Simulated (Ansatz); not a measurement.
**Molecular dynamics of Ba**

The input (input.yaml):

```yaml
accuracy: low
crystal:
  lattice:
    - [10.518803, 0.0, 0.0]
    - [0.0, 10.518803, 0.0]
    - [0.0, 0.0, 10.518803]
  atoms:
    - { symbol: Ba, position: [0.0, 0.0, 0.0] }
    - { symbol: Ba, position: [0.5, 0.0, 0.0] }
    - { symbol: Ba, position: [0.0, 0.5, 0.0] }
    - { symbol: Ba, position: [0.0, 0.0, 0.5] }
    - { symbol: Ba, position: [0.25, 0.25, 0.25] }
    - { symbol: Ba, position: [0.5, 0.5, 0.0] }
    - { symbol: Ba, position: [0.5, 0.0, 0.5] }
    - { symbol: Ba, position: [0.75, 0.25, 0.25] }
    - { symbol: Ba, position: [0.0, 0.5, 0.5] }
    - { symbol: Ba, position: [0.25, 0.75, 0.25] }
    - { symbol: Ba, position: [0.25, 0.25, 0.75] }
    - { symbol: Ba, position: [0.5, 0.5, 0.5] }
    - { symbol: Ba, position: [0.75, 0.75, 0.25] }
    - { symbol: Ba, position: [0.75, 0.25, 0.75] }
    - { symbol: Ba, position: [0.25, 0.75, 0.75] }
    - { symbol: Ba, position: [0.75, 0.75, 0.75] }
basis:
  ecutwfc: 420.0
kpoints:
  mp_grid: { grid: [1, 1, 1] }
hamiltonian:
  xc: pbe
  dispersion: d3bj
scf:
  occupations: { method: fermi_dirac, width: 0.36 }
  lower_state_search: "off"
md:
  timestep: 2.25
  n_steps: 140
  ensemble: nvt_langevin
  temperature: 4200.0
  initial_velocities: maxwell_boltzmann
  seed: 727563
  friction: 0.02
```

Command:

```bash
$ ansatz run input.yaml --threads 2 --pin off --max-ram 5120MiB --backend cpu --events-out ev --progress --plain --runs-dir out
```

It starts from a structure without forces on its atoms.

Output, in part (step lines):

```
md step     0: t =     0.00 fs  T =  3937.5 K  F+E_penalty+E_count = -95202.42566568 eV  E_kin = 8.143380 eV  (6 SCF iters)
md step     1: t =     2.25 fs  T =  3676.5 K  F+E_penalty+E_count = -95202.42264067 eV  E_kin = 7.603637 eV  (6 SCF iters)
md step     2: t =     4.50 fs  T =  4432.1 K  F+E_penalty+E_count = -95202.41323359 eV  E_kin = 9.166207 eV  (6 SCF iters)
md step     3: t =     6.75 fs  T =  4345.2 K  F+E_penalty+E_count = -95202.39703217 eV  E_kin = 8.986650 eV  (6 SCF iters)
md step     4: t =     9.00 fs  T =  4730.5 K  F+E_penalty+E_count = -95202.37460801 eV  E_kin = 9.783499 eV  (6 SCF iters)
md step     5: t =    11.25 fs  T =  4502.6 K  F+E_penalty+E_count = -95202.34569248 eV  E_kin = 9.312047 eV  (5 SCF iters)
md step     6: t =    13.50 fs  T =  4301.6 K  F+E_penalty+E_count = -95202.31183246 eV  E_kin = 8.896435 eV  (6 SCF iters)
md step     7: t =    15.75 fs  T =  4181.2 K  F+E_penalty+E_count = -95202.27478748 eV  E_kin = 8.647486 eV  (6 SCF iters)
[... lines left out ...]
md step   139: t =   312.75 fs  T =  4695.0 K  F+E_penalty+E_count = -95198.05603502 eV  E_kin = 9.710059 eV  (6 SCF iters)
md step   140: t =   315.00 fs  T =  5093.1 K  F+E_penalty+E_count = -95198.02973811 eV  E_kin = 10.533403 eV  (7 SCF iters)
```

The steps, from the saved trajectory:

```tsv
time (fs)	T (K)	potential energy less start (eV)
0.0	3938	0.000
9.0	4731	0.051
18.0	4623	0.192
27.0	4372	0.392
36.0	4896	0.640
45.0	4130	0.943
54.0	2529	1.195
63.0	3300	1.417
72.0	3880	1.654
81.0	4313	1.991
90.0	4259	2.347
99.0	3583	2.722
108.0	2592	3.045
117.0	2909	3.362
126.0	2992	3.691
135.0	3035	3.971
144.0	3743	4.150
153.0	3505	4.379
162.0	2681	4.568
171.0	2584	4.621
180.0	3895	4.470
189.0	4403	4.461
198.0	4285	4.580
207.0	5223	4.708
216.0	4153	4.872
225.0	4487	4.962
234.0	3908	4.991
243.0	3007	5.029
252.0	3196	5.010
261.0	3822	4.883
270.0	4063	4.693
279.0	4484	4.476
288.0	5327	4.280
297.0	5226	4.251
306.0	5107	4.312
315.0	5093	4.396
```

All steps were run. A run of 0.32 ps of so small a system gives no equilibrium averages. Limits of this set-up: coarse k mesh, low accuracy level.

Mean squared displacements from the first frame to the last, about the centre of mass: Ba 0.68 Å².

Last frame:

```xyz
16
Lattice="10.5188 0.0000 0.0000 0.0000 10.5188 0.0000 0.0000 0.0000 10.5188" Properties=species:S:1:pos:R:3
Ba -0.042 0.656 0.154
Ba 4.907 -0.371 0.896
Ba 0.429 4.676 -0.063
Ba 0.699 0.318 5.510
Ba 2.161 2.392 2.286
Ba 5.620 5.950 -0.449
Ba 5.080 -0.523 5.287
Ba 7.729 2.222 2.598
Ba -0.205 6.394 5.917
Ba 2.146 8.280 2.013
Ba 3.291 2.456 7.724
Ba 4.435 6.292 5.673
Ba 8.444 7.562 2.524
Ba 8.143 2.660 7.991
Ba 2.713 8.111 8.180
Ba 8.185 8.989 8.371
```

The run took 14 min on 2 threads of Arm Neoverse V1, on a shared host, peak memory 0.99 GiB.
